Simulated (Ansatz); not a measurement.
# FeClO: the cost of one run

Method: DFT PBEsol+U (U_eff = 8 eV on Fe d), plane waves, PAW, in Ansatz 0.2.0.

2 further runs of the same task are left out: 2 that didn't finish.

### Step 1. Starting point

It takes space group Pmmn (No. 59, orthorhombic). Conventional cell: a = 3.300 Å, b = 3.750 Å, c = 7.650 Å, α = 90.00°, β = 90.00°, γ = 90.00°. Around Fe (site symmetry mm2) lie 4 O at 1.88 to 2.15 Å and 2 Cl at 2.29 Å. Cl (site symmetry mm2) is surrounded by 2 Fe at 2.29 Å. O (site symmetry mm2) has 4 Fe at 1.88 to 2.15 Å as nearest neighbours.

Structure file:

```cif
data_structure
_symmetry_space_group_name_H-M 'Pmmn:1'
_symmetry_Int_Tables_number 59
_cell_length_a 3.3000
_cell_length_b 3.7500
_cell_length_c 7.6500
_cell_angle_alpha 90.000
_cell_angle_beta 90.000
_cell_angle_gamma 90.000
_cell_volume 94.67
loop_
_atom_site_label
_atom_site_type_symbol
_atom_site_symmetry_multiplicity
_atom_site_Wyckoff_symbol
_atom_site_fract_x
_atom_site_fract_y
_atom_site_fract_z
_atom_site_occupancy
Fe1 Fe 2 b 0.50000 0.00000 0.09700 1
Cl1 Cl 2 a 0.00000 0.00000 0.30500 1
O1 O 2 a 0.00000 0.00000 0.91700 1
```

### Step 2. Ferromagnetic start, free, symmetry kept, no search

The input, input.yaml:

```yaml
crystal:
  lattice:
    - [3.30000058, 0.0, 0.0]
    - [0.0, 3.75000066, 0.0]
    - [0.0, 0.0, 7.65000135]
  atoms:
    - { symbol: Fe, position: [0.5, 0.0, 0.097], spin: 5.0 }
    - { symbol: Fe, position: [0.0, 0.5, 0.903], spin: 5.0 }
    - { symbol: Cl, position: [0.0, 0.0, 0.305] }
    - { symbol: Cl, position: [0.5, 0.5, 0.695] }
    - { symbol: O, position: [0.0, 0.0, 0.917] }
    - { symbol: O, position: [0.5, 0.5, 0.083] }
basis:
  ecutwfc: 420
  ecutrho_ratio: 4
kpoints:
  mp_grid: { grid: [6, 5, 3] }
hamiltonian:
  xc: pbesol
  hubbard:
    sites: [{ site: 0, l: d, u_eff: 8.0 }, { site: 1, l: d, u_eff: 8.0 }]
scf:
  occupations: { method: gaussian, width: 0.05 }
  lower_state_search: "off"
  max_iter: 150
output:
  forces: true
  stress: true
  eigenvalues: true
  populations: true
  hubbard: { sites: [{ site: 0, l: d }, { site: 1, l: d }] }
magnetization:
  spin_polarized: true
```

Run with:

```bash
$ ansatz run input.yaml --threads 4 --pin off --max-ram 6144MiB --backend cpu --events-out ev --progress --plain --runs-dir out
```

**Question.** How long does this run take on 4 threads of Arm Neoverse V1, shared host, and how much memory does it need?

About 7.2 s, with a peak of 0.55 GiB.
